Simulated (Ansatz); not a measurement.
Geometry optimisation, DFT LDA, scalar-relativistic, plane waves, PAW (Ansatz 0.2.0).

Input file:

```yaml
crystal:
  lattice:
    - [-2.2915, 3.968994, 5.189]
    - [4.583, 0.0, 5.189]
    - [4.583, 7.937989, 0.0]
  atoms:
    - { symbol: Si, position: [0.94286669, 0.39046664, 0.0285667] }
    - { symbol: Si, position: [0.55713334, 0.10953333, 0.94523334] }
    - { symbol: Si, position: [0.0, 0.0, 0.2762] }
    - { symbol: O, position: [0.07345, 0.16885, 0.115875] }
    - { symbol: O, position: [0.98811669, 0.58751664, 0.05364171] }
    - { symbol: O, position: [0.30188334, 0.60708333, 0.14875834] }
    - { symbol: O, position: [0.42655, 0.33115, 0.987025] }
    - { symbol: O, position: [0.51188335, 0.91248332, 0.09145835] }
    - { symbol: O, position: [0.19811667, 0.89291666, 0.35324167] }
    - { symbol: Si, position: [0.94286669, 0.39046665, 0.5285667] }
    - { symbol: Si, position: [0.55713334, 0.10953332, 0.44523335] }
    - { symbol: Si, position: [-1.0e-08, 1.0e-08, 0.77619999] }
    - { symbol: O, position: [0.98811669, 0.58751665, 0.5536417] }
    - { symbol: O, position: [0.30188334, 0.60708333, 0.64875834] }
    - { symbol: O, position: [0.42655001, 0.33114999, 0.48702501] }
    - { symbol: O, position: [0.51188334, 0.91248333, 0.59145835] }
    - { symbol: F, position: [0.07345, 1.16885, 0.61587499], spin: 1.0 }
    - { symbol: Si, position: [0.44286668, 0.89046666, 0.27856668] }
    - { symbol: Si, position: [0.05713333, 0.60953333, 0.19523333] }
    - { symbol: Si, position: [0.50000001, 0.49999999, 0.52620001] }
    - { symbol: O, position: [0.57345001, 0.66884999, 0.36587502] }
    - { symbol: O, position: [0.48811668, 0.08751666, 0.30364168] }
    - { symbol: O, position: [0.80188335, 0.10708332, 0.39875836] }
    - { symbol: O, position: [0.92655002, 0.83114998, 0.23702503] }
    - { symbol: O, position: [0.01188333, 0.41248334, 0.34145833] }
    - { symbol: O, position: [0.69811668, 0.39291665, 0.60324169] }
    - { symbol: Si, position: [0.44286667, 0.89046666, 0.77856667] }
    - { symbol: Si, position: [0.05713333, 0.60953334, 0.69523333] }
    - { symbol: Si, position: [0.50000001, 0.49999999, 0.02620002] }
    - { symbol: O, position: [0.57345001, 0.66884999, 0.86587501] }
    - { symbol: O, position: [0.48811667, 0.08751666, 0.80364167] }
    - { symbol: O, position: [0.80188335, 0.10708332, 0.89875835] }
    - { symbol: O, position: [0.92655002, 0.83114998, 0.73702503] }
    - { symbol: O, position: [0.01188333, 0.41248334, 0.84145832] }
    - { symbol: O, position: [0.69811668, 0.39291665, 0.10324169] }
magnetization:
  spin_polarized: true
basis:
  ecutwfc: 420.0
kpoints:
  mp_grid: { grid: [2, 2, 2] }
hamiltonian:
  xc: lda
  pseudopotentials: { kind: paw, azcp: { folder: soft_1 } }
scf:
  occupations: { method: gaussian, width: 0.02 }
  lower_state_search: "off"
relax:
  f_tol: 0.03
  max_steps: 60
  adjacent_minimum: "off"
```

Launched with:

```bash
$ ansatz run input.yaml --threads 4 --pin off --max-ram 10240MiB --backend cpu --events-out ev --progress --plain --runs-dir out
```

Question: Where does it end, and by what steps?

Answer: It converged. Limits of this set-up: coarse k mesh, PAW files made for another functional, a small cell, in which the defect meets its images, a typed lattice constant that wasn't relaxed here. After 12 steps the energy has fallen by 3.262 eV; Si12 moved furthest, 0.87 Å. Parted: Si12–F17 (1.60 → 2.44 Å). Joined: Si12–Si27 (2.90 → 2.43 Å).

| step | energy less start (eV) | largest force component (eV/Å) | accepted |
| --- | --- | --- | --- |
| 0 | 0.0000 | 6.609 | yes |
| 1 | -1.0967 | 4.098 | yes |
| 2 | -1.8739 | 1.543 | yes |
| 3 | -2.2479 | 1.497 | yes |
| 4 | -2.3269 | 2.458 | yes |
| 5 | -2.7726 | 1.473 | yes |
| 6 | -3.0231 | 0.419 | yes |
| 7 | -3.0754 | 0.655 | yes |
| 8 | -3.2069 | 0.440 | yes |
| 9 | -3.2391 | 0.303 | yes |
| 10 | -3.2499 | 0.267 | yes |
| 11 | -3.2619 | 0.045 | yes |
| 12 | -3.2622 | 0.008 | yes |

```xyz
35
Lattice="-2.2915 3.9690 5.1890 4.5830 0.0000 5.1890 4.5830 7.9380 0.0000" Properties=species:S:1:pos:R:3
Si -0.308 3.939 6.857
Si 3.508 9.616 3.492
Si 1.254 2.237 -0.024
O 1.035 1.137 1.131
O 0.655 4.417 8.056
O 2.783 2.390 4.700
O 5.058 9.442 3.896
O 3.329 2.719 7.446
O 5.243 3.606 5.736
Si 2.114 7.974 6.965
Si 1.255 5.675 3.499
Si 3.601 6.990 -0.267
O 3.085 8.335 8.195
O 5.041 6.361 4.775
O 2.771 5.468 3.980
O 5.728 6.606 7.394
F 8.037 5.203 6.570
Si 4.270 3.930 6.987
Si 3.560 1.815 3.423
Si 3.528 6.143 5.232
O 3.359 5.157 6.492
O 0.614 4.268 3.074
O 0.499 6.365 4.750
O 2.809 5.664 9.029
O 3.385 2.863 2.215
O 2.952 7.579 5.665
Si 6.799 7.670 6.796
Si 5.876 5.806 3.524
Si 1.280 2.075 5.168
O 5.848 8.896 6.312
O 3.024 8.194 2.927
O 2.801 10.255 4.807
O 5.101 9.816 9.202
O 5.624 6.762 2.252
O 0.675 3.455 5.697
```

Whether the end is a true minimum wasn't checked by a vibrational analysis.

Time of the run: 3.7 min on 4 threads of Arm Neoverse V2, on a shared host, peak memory 1.3 GiB.
